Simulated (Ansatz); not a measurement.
LuSb:

```
Lu Sb
1.0
     0.00000    3.03933    3.03933
     3.03933    0.00000    3.03933
     3.03933    3.03933    0.00000
Lu Sb
1 1
Direct
  0.00000 0.00000 0.00000
  0.50000 0.50000 0.50000
```

The cell is a database's computed one.

- Program: Ansatz 0.2.0
- Task: relaxation of cell and atoms
- Functional: RPBE
- Dispersion: D3(BJ)
- Potentials or basis: Ansatz PAW
- Cutoff: 420 eV (not typed: the program's choice for these potentials)
- k mesh: 8 × 8 × 8
- Occupations: fermi-dirac, width 0.05 eV
- Spin: no spin polarisation

At the start: volume 28.08 Å³/atom.

Task: How do energy, volume and symmetry change on relaxing?

Result: It ends after 8 steps and the volume is 21.86 Å³/atom (-22.1 %); space group Fm-3m (No. 225, to 0.05 Å).

The path:
| step | energy change (eV) | largest force (eV/Å) | volume (Å³) |
| --- | --- | --- | --- |
| 1 | 0.0000 | 0.0000 | 56.15 |
| 2 | -0.6281 | 0.0000 | 48.33 |
| 3 | -0.7319 | 0.0000 | 41.74 |
| 4 | -0.7622 | 0.0000 | 44.05 |
| 5 | -0.7630 | 0.0000 | 43.75 |
| 6 | -0.7603 | 0.0000 | 43.75 |
| 7 | -0.7603 | 0.0000 | 43.72 |
| 8 | -0.7603 | 0.0000 | 43.72 |

Final structure:
```
Lu Sb
1.0
     0.00000    2.79614    2.79614
     2.79614    0.00000    2.79614
     2.79614    2.79614    0.00000
Lu Sb
1 1
Direct
  0.00000 0.00000 0.00000
  0.50000 0.50000 0.50000
```

Caveat: the volume moved by over 15 % at a fixed basis, so the end points are rough; the plane-wave basis is chosen anew once the cell has moved, so the energies of steps on either side of that aren't comparable; the PAW data sets come from PBE, with cores solved anew for the run's functional, which leaves a small shift of forces and pressure.
